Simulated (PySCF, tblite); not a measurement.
**CH8O3Si3, a small molecule taken as a stand-in for a surface group (silica 3-ring): NMR shifts, core binding energies and electronic excitations**

What NMR shifts, core binding energies and electronic excitations should one expect for `C[SiH]1O[SiH2]O[SiH2]O1`?

Computed with tblite 0.8.0 and PySCF 2.14.0; each step states its level. No surroundings beyond the atoms listed, unless a continuum is named. Atoms count from 0, parts from 1.

### 1 Starting point

15 atoms, charge 0, multiplicity 1; geometry: distance geometry start.

### 2 Geometry optimisation with GFN2-xTB

What the job is given:

```
{"job": {"kind": "relax", "xc": "GFN2-xTB", "basis": "xTB"}, "charge": 0, "multiplicity": 1}
O      0.163432    -0.518560     2.015670
Si     1.280499    -0.627697     0.647370
O      0.361484    -0.655738    -0.871106
Si    -1.182729     0.213772    -1.141055
O     -2.088420     0.278002     0.373485
Si    -1.350930     0.379301     1.979484
C     -1.070482     2.154221     2.426659
H      2.185217     0.457687     0.629419
H      2.039621    -1.845455     0.758531
H     -1.915014    -0.470614    -2.122746
H     -0.868113     1.518377    -1.588876
H     -2.270607    -0.171737     2.914779
H     -1.959590     2.681433     2.339897
H     -0.700283     2.216510     3.367716
H     -0.388980     2.565840     1.735337
```

Level: GFN2-xTB geometry optimisation, gas phase.

The run is started by

```
> OMP_NUM_THREADS=1 python cluster_run.py task.json out
```

The driver reads the jobs from task.json and runs them one after another.

**Question.** The jobs that follow are: PBE0-D3(BJ)/def2-SVP geometry optimisation, gas phase; GIAO PBE0/pcSseg-1 NMR shielding, non-relativistic, gas phase; delta-SCF UKS SCAN, pcX-2 on the ionised atom, pcseg-1 elsewhere, spin-free X2C; TDDFT CAM-B3LYP/def2-SVPD, vertical, gas phase, core orbitals frozen in the response. Predict: point group; rotational constants (main isotopes); 13C shifts against TMS (PBE0/pcSseg-1); 1H shifts against TMS (PBE0/pcSseg-1, means over atoms taken as alike); 17O shifts against H2O (PBE0/pcSseg-1, means over atoms taken as alike); 29Si shifts against TMS (PBE0/pcSseg-1, means over atoms taken as alike); Si2p binding energies, SCAN/pcX-2; O1s binding energies, SCAN/pcX-2; C1s binding energies, SCAN/pcX-2; lowest singlet (CAM-B3LYP/def2-SVPD); brightest single state of those computed; lowest triplet; vertical ionisation energy (ΔSCF).

**Answer**, as computed:

```
                                                                quantity                             value
                                                             point group                                Cs
                                    rotational constants (main isotopes)              2.13, 1.40, 0.93 GHz
                                  13C shifts against TMS (PBE0/pcSseg-1)                           2.7 ppm
  1H shifts against TMS (PBE0/pcSseg-1, means over atoms taken as alike)  5.22, 5.21, 5.19, 0.44, 0.35 ppm
 17O shifts against H2O (PBE0/pcSseg-1, means over atoms taken as alike)                    93.3, 83.2 ppm
29Si shifts against TMS (PBE0/pcSseg-1, means over atoms taken as alike)                  -14.6, -33.8 ppm
                                       Si2p binding energies, SCAN/pcX-2         Si1 108.31, Si5 108.06 eV
                                        O1s binding energies, SCAN/pcX-2           O2 538.00, O4 537.91 eV
                                        C1s binding energies, SCAN/pcX-2                      C6 290.43 eV
                                    lowest singlet (CAM-B3LYP/def2-SVPD)       7.55 eV (164 nm), f = 0.016
                                brightest single state of those computed       state 5, 8.33 eV, f = 0.027
                                                          lowest triplet                           7.20 eV
                                       vertical ionisation energy (ΔSCF)                          10.37 eV
```

**Reading.** The optimisation took 5 steps and gained 0.467 eV; among the close pairs (by a distance rule), O2–Si3 changed most, from 1.578 to 1.664 Å (PBE0/def2-SVP). No frequency check was run at this level, so the end point may be a saddle. At PBE0/pcSseg-1: Shielding is most anisotropic at O2 (span 151 ppm, paramagnetic term -151 ppm). Si1 (silicon bonded to 2 O, 2 H) binds its Si2p electron 0.25 eV more tightly than Si5 (silicon bonded to C, 2 O, H). O2 (oxygen bonded to 2 Si) binds its O1s electron 0.09 eV more tightly than O4 (oxygen bonded to 2 Si). The lowest singlet, at 7.55 eV, is HOMO→LUMO 0.47, HOMO→LUMO+1 0.27 and is weak; of the 6 states computed, the strongest absorption comes from state 5 at 8.33 eV. The lowest triplet lies 0.34 eV below the lowest singlet (triplets in Tamm-Dancoff, singlets in full TDDFT). ΔSCF puts the ionisation energy at 10.37 eV, 0.74 eV above −ε(HOMO). A capped cluster stands for the solid here, so long-range fields and strain are missing, and bands or shifts of the capping hydrogens have no counterpart in it.
